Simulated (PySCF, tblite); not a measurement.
# 2-vinylthiophene: dynamics, then NMR shifts on frames, part 2 of 2

tblite 0.8.0 and PySCF 2.14.0. Atoms count from 0. Earlier steps stand in the parts before.

## (5) Shielding tensors: 625 fs, PBE0/pcSseg-1

Job settings and geometry (Å):

```
{"job": {"kind": "nmr", "xc": "PBE0", "basis": "pcSseg-1", "pop": false}, "charge": 0, "multiplicity": 1}
C     -2.261800    -1.798600     2.290900
C     -2.059200    -0.639200     1.653100
C     -1.044200    -0.217900     0.769200
C     -1.013200     0.917100     0.032700
C      0.205700     1.094800    -0.747500
C      1.005000    -0.002500    -0.574900
S      0.417900    -1.172000     0.589900
H     -1.679500    -2.689600     2.318300
H     -3.155300    -1.936000     2.895300
H     -2.846800     0.095700     1.817900
H     -1.692100     1.728600     0.185000
H      0.437300     1.987200    -1.297500
H      1.900000    -0.294600    -1.098100
```

Method: GIAO PBE0/pcSseg-1 NMR shielding, non-relativistic, gas phase.

The program printed:

```text
coarse grid: 11864 points
cycle   1  E = -629.8517596689  dE =  1.164e+00  |g| = 3.348e-01  |ddm| = 3.683e+00
cycle   2  E = -629.8443981914  dE =  7.361e-03  |g| = 3.763e-01  |ddm| = 7.607e-01
cycle   3  E = -629.8815400236  dE = -3.714e-02  |g| = 8.341e-02  |ddm| = 4.652e-01
cycle   4  E = -629.8833851566  dE = -1.845e-03  |g| = 3.159e-02  |ddm| = 1.353e-01
cycle   5  E = -629.8836267126  dE = -2.416e-04  |g| = 1.090e-02  |ddm| = 3.443e-02
cycle   6  E = -629.8836566169  dE = -2.990e-05  |g| = 2.935e-03  |ddm| = 1.245e-02
cycle   7  E = -629.8836586666  dE = -2.050e-06  |g| = 1.046e-03  |ddm| = 3.995e-03
final grid: 111232 points
cycle   8  E = -629.9289404649  dE = -1.909e-05  |g| = 9.535e-03  |ddm| = 3.478e-02
cycle   9  E = -629.9289125626  dE =  2.790e-05  |g| = 1.376e-02  |ddm| = 2.491e-02
cycle  10  E = -629.9289633410  dE = -5.078e-05  |g| = 2.143e-03  |ddm| = 1.749e-02
cycle  11  E = -629.9289646502  dE = -1.309e-06  |g| = 3.296e-04  |ddm| = 2.480e-03
cycle  12  E = -629.9289646768  dE = -2.661e-08  |g| = 9.768e-05  |ddm| = 3.836e-04
cycle  13  E = -629.9289646788  dE = -1.998e-09  |g| = 2.973e-05  |ddm| = 1.014e-04
cycle  14  E = -629.9289646790  dE = -2.144e-10  |g| = 1.424e-05  |ddm| = 5.293e-05
converged SCF energy = -629.9289646790

GIAO shielding tensors (ppm)
atom      isotropic    diamagn.    paramagn.     s11        s22        s33       span
  0 C       68.814     250.481    -181.666    -27.261     66.983    166.721    193.982
  1 C       51.321     245.972    -194.652    -58.289     56.509    155.742    214.031
  2 C       36.713     263.882    -227.169    -29.183     12.063    127.259    156.442
  3 C       52.027     251.683    -199.656    -17.300     34.889    138.494    155.794
  4 C       50.616     252.889    -202.273    -33.401     40.208    145.041    178.443
  5 C       44.365     257.657    -213.292    -43.256     37.179    139.172    182.428
  6 S      273.936    1057.985    -784.049     85.068    331.907    404.833    319.765
  7 H       26.160      31.897      -5.736     23.970     24.384     30.128      6.158
  8 H       26.405      25.307       1.098     24.405     25.152     29.658      5.252
  9 H       24.667      28.507      -3.840     21.135     24.418     28.448      7.313
 10 H       24.863      32.454      -7.592     22.254     25.205     27.130      4.876
 11 H       24.313      30.868      -6.555     22.095     24.293     26.552      4.457
 12 H       24.513      30.973      -6.460     21.584     24.374     27.581      5.998
```

Wall time 14 s (1 thread of Arm Neoverse V1, shared host); peak memory 0.74 GiB.

Key values: δ C2 150.2, C5 142.6, C4 136.3, C1 135.6, H11 7.40, H12 7.20 ppm.

## (6) Nuclear shieldings: 800 fs, PBE0/pcSseg-1

Job settings and geometry (Å):

```
{"job": {"kind": "nmr", "xc": "PBE0", "basis": "pcSseg-1", "pop": false}, "charge": 0, "multiplicity": 1}
C     -1.693700    -2.053200     2.308100
C     -1.929300    -0.900200     1.704400
C     -1.130800    -0.210300     0.712400
C     -1.301600     1.035100     0.140900
C     -0.301400     1.380700    -0.780200
C      0.493000     0.326300    -1.049300
S      0.173000    -1.000700    -0.110400
H     -0.978500    -2.745800     1.961900
H     -2.294600    -2.300600     3.158700
H     -2.714400    -0.322900     2.041500
H     -2.002100     1.756700     0.585300
H     -0.260600     2.337500    -1.266400
H      1.348300     0.478600    -1.706200
```

Method: GIAO PBE0/pcSseg-1 NMR shielding, non-relativistic, gas phase.

The program printed:

```text
coarse grid: 11864 points
cycle   1  E = -629.8434891484  dE =  1.369e+00  |g| = 3.748e-01  |ddm| = 3.702e+00
cycle   2  E = -629.8321874477  dE =  1.130e-02  |g| = 4.301e-01  |ddm| = 8.293e-01
cycle   3  E = -629.8796660159  dE = -4.748e-02  |g| = 8.985e-02  |ddm| = 5.156e-01
cycle   4  E = -629.8818597574  dE = -2.194e-03  |g| = 2.844e-02  |ddm| = 1.468e-01
cycle   5  E = -629.8820588865  dE = -1.991e-04  |g| = 9.972e-03  |ddm| = 3.455e-02
cycle   6  E = -629.8820839008  dE = -2.501e-05  |g| = 2.732e-03  |ddm| = 1.193e-02
cycle   7  E = -629.8820856372  dE = -1.736e-06  |g| = 9.074e-04  |ddm| = 3.375e-03
final grid: 111232 points
cycle   8  E = -629.9268624466  dE = -2.119e-05  |g| = 9.274e-03  |ddm| = 3.001e-02
cycle   9  E = -629.9268422867  dE =  2.016e-05  |g| = 1.254e-02  |ddm| = 2.320e-02
cycle  10  E = -629.9268836417  dE = -4.136e-05  |g| = 1.942e-03  |ddm| = 1.616e-02
cycle  11  E = -629.9268847366  dE = -1.095e-06  |g| = 2.836e-04  |ddm| = 2.420e-03
cycle  12  E = -629.9268847560  dE = -1.941e-08  |g| = 8.392e-05  |ddm| = 3.452e-04
cycle  13  E = -629.9268847575  dE = -1.487e-09  |g| = 2.312e-05  |ddm| = 8.355e-05
cycle  14  E = -629.9268847576  dE = -1.282e-10  |g| = 1.045e-05  |ddm| = 4.188e-05
converged SCF energy = -629.9268847576

GIAO shielding tensors (ppm)
atom      isotropic    diamagn.    paramagn.     s11        s22        s33       span
  0 C       72.037     255.027    -182.989    -35.998     83.707    168.403    204.402
  1 C       51.074     247.611    -196.537    -62.799     54.418    161.603    224.402
  2 C       35.372     265.233    -229.860    -32.088     16.147    122.058    154.146
  3 C       53.126     252.596    -199.470    -20.545     34.307    145.614    166.159
  4 C       54.195     254.658    -200.463    -33.042     46.265    149.362    182.404
  5 C       60.269     259.166    -198.896    -36.228     64.281    152.755    188.983
  6 S      316.583    1058.532    -741.949    186.877    302.749    460.123    273.246
  7 H       26.099      33.208      -7.109     23.381     24.060     30.856      7.475
  8 H       26.402      26.454      -0.052     24.210     24.739     30.258      6.048
  9 H       25.558      31.255      -5.697     22.926     24.172     29.577      6.651
 10 H       24.442      31.348      -6.906     21.550     24.450     27.325      5.775
 11 H       24.577      31.192      -6.614     21.786     24.840     27.106      5.320
 12 H       24.430      30.713      -6.283     21.043     25.137     27.109      6.066
```

It took 15 s on 1 thread of Arm Neoverse V1, shared host; peak memory 0.75 GiB.

In short: δ C2 151.6, C1 135.9, C3 133.8, C4 132.7, H12 7.29, H10 7.28 ppm.

## (7) Nuclear shieldings: 1000 fs, PBE0/pcSseg-1

Job settings and geometry (Å):

```
{"job": {"kind": "nmr", "xc": "PBE0", "basis": "pcSseg-1", "pop": false}, "charge": 0, "multiplicity": 1}
C     -1.355800    -2.304700     2.371100
C     -1.850700    -1.209900     1.799500
C     -1.259000    -0.486800     0.726900
C     -1.801200     0.600300     0.063400
C     -0.938200     1.263000    -0.812500
C      0.218900     0.478100    -0.918600
S      0.267100    -0.894800     0.048500
H     -0.601700    -2.885000     1.785200
H     -1.866100    -2.782300     3.235500
H     -2.590900    -0.660900     2.276300
H     -2.739500     0.932100     0.451600
H     -1.206200     2.309100    -1.189400
H      0.934700     0.614200    -1.687100
```

Method: GIAO PBE0/pcSseg-1 NMR shielding, non-relativistic, gas phase.

The program printed:

```text
coarse grid: 11864 points
cycle   1  E = -629.8364800892  dE =  1.270e+00  |g| = 3.554e-01  |ddm| = 3.677e+00
cycle   2  E = -629.8229836507  dE =  1.350e-02  |g| = 4.204e-01  |ddm| = 8.483e-01
cycle   3  E = -629.8695568145  dE = -4.657e-02  |g| = 9.347e-02  |ddm| = 5.497e-01
cycle   4  E = -629.8719464334  dE = -2.390e-03  |g| = 3.074e-02  |ddm| = 1.454e-01
cycle   5  E = -629.8721750270  dE = -2.286e-04  |g| = 1.042e-02  |ddm| = 3.305e-02
cycle   6  E = -629.8722024767  dE = -2.745e-05  |g| = 2.769e-03  |ddm| = 1.258e-02
cycle   7  E = -629.8722041540  dE = -1.677e-06  |g| = 1.095e-03  |ddm| = 3.637e-03
final grid: 111232 points
cycle   8  E = -629.9169561824  dE = -1.723e-05  |g| = 9.020e-03  |ddm| = 3.412e-02
cycle   9  E = -629.9169328775  dE =  2.330e-05  |g| = 1.282e-02  |ddm| = 2.348e-02
cycle  10  E = -629.9169762563  dE = -4.338e-05  |g| = 2.006e-03  |ddm| = 1.620e-02
cycle  11  E = -629.9169773847  dE = -1.128e-06  |g| = 3.004e-04  |ddm| = 2.262e-03
cycle  12  E = -629.9169774062  dE = -2.152e-08  |g| = 8.863e-05  |ddm| = 3.805e-04
cycle  13  E = -629.9169774078  dE = -1.588e-09  |g| = 3.455e-05  |ddm| = 1.143e-04
cycle  14  E = -629.9169774081  dE = -2.772e-10  |g| = 1.702e-05  |ddm| = 5.236e-05
converged SCF energy = -629.9169774081

GIAO shielding tensors (ppm)
atom      isotropic    diamagn.    paramagn.     s11        s22        s33       span
  0 C       66.831     256.020    -189.189    -38.562     83.617    155.436    193.998
  1 C       48.022     249.860    -201.838    -68.170     52.635    159.601    227.772
  2 C       33.835     266.909    -233.074    -33.467     16.404    118.566    152.033
  3 C       47.991     252.515    -204.524    -30.777     30.883    143.866    174.643
  4 C       50.487     255.099    -204.612    -34.381     36.780    149.062    183.443
  5 C       54.723     257.002    -202.279    -29.961     43.750    150.379    180.340
  6 S      318.457    1058.770    -740.313    141.257    297.786    516.329    375.072
  7 H       25.002      31.399      -6.397     21.814     23.180     30.011      8.197
  8 H       25.618      25.682      -0.064     23.743     24.186     28.925      5.182
  9 H       25.315      31.137      -5.822     22.826     23.943     29.177      6.351
 10 H       24.829      32.965      -8.136     22.208     24.044     28.236      6.029
 11 H       23.010      28.510      -5.501     20.407     23.501     25.121      4.714
 12 H       25.225      31.657      -6.432     21.639     25.907     28.129      6.491
```

Run time: 15 s. Hardware: 1 thread of Arm Neoverse V1, shared host; peak memory 0.75 GiB.

Key values: δ C2 153.1, C3 138.9, C1 138.9, C4 136.4, H11 8.71, H10 6.89 ppm.

## (8) Comparing the runs: NMR shifts

Shifts (ppm) of some atoms, chosen among heavy atoms and hydrogens apart, with basis size and wall time:

| frame | C2 | C1 | C5 | C0 | H11 | H7 | S6 | functions | time |
| --- | --- | --- | --- | --- | --- | --- | --- | --- | --- |
| 250 fs | 159.6 | 133.7 | 129.6 | 109.0 | 6.98 | 4.93 | 211 | 156 | 21 s |
| 425 fs | 159.6 | 143.5 | 134.6 | 117.3 | 6.43 | 6.06 | 212 | 156 | 14 s |
| 625 fs | 150.2 | 135.6 | 142.6 | 118.1 | 7.40 | 5.56 | 230 | 156 | 14 s |
| 800 fs | 151.6 | 135.9 | 126.7 | 114.9 | 7.14 | 5.62 | 187 | 156 | 15 s |
| 1000 fs | 153.1 | 138.9 | 132.2 | 120.1 | 8.71 | 6.72 | 185 | 156 | 15 s |

## (9) What came out

This closing draws on all 2 parts.

```
                                      quantity                                         value
                                    thermostat                                         300 K
                 mean temperature, second half                                         359 K
       mean potential energy above the minimum                                       0.47 eV
13C shifts against TMS (PBE0/pcSseg-1, 250 fs)  159.6, 140.1, 133.7, 129.8, 129.6, 109.0 ppm
 1H shifts against TMS (PBE0/pcSseg-1, 250 fs)        7.34, 7.22, 7.02, 6.98, 5.07, 4.93 ppm
33S shifts against CS2 (PBE0/pcSseg-1, 250 fs)                                       211 ppm
         surface potential, 1st and 99th percentile                            -0.67 V and 1.01 V
                      range of the shift of S6                                185 to 230 ppm
```

**Reading.** In the second half the potential energy averages 0.47 eV above the minimum; equipartition over 33 harmonic modes at 300 K would give 0.43 eV. With 13 atoms the temperature swings widely (127 to 511 K). Shifts at one fixed geometry are not the observed spectrum, which averages over the motion. In the first frame run (250 fs): The largest span, 320 ppm, is at S6, where the paramagnetic term is -764 ppm. NICS(1)zz of -25 ppm above the planar ring from C2 marks a diatropic (aromatic) ring current. At PBE0/pcSseg-1, counted by nearest atom on the grid, the HOMO lies on C0, C2, C5 about 20 % each; C3 10 %, the LUMO on C0, C2, C5 about 15 % each; S6 15 %. Across the 5 runs the shift of S6 moves most, between 185 (1000 fs) and 230 ppm (625 fs).
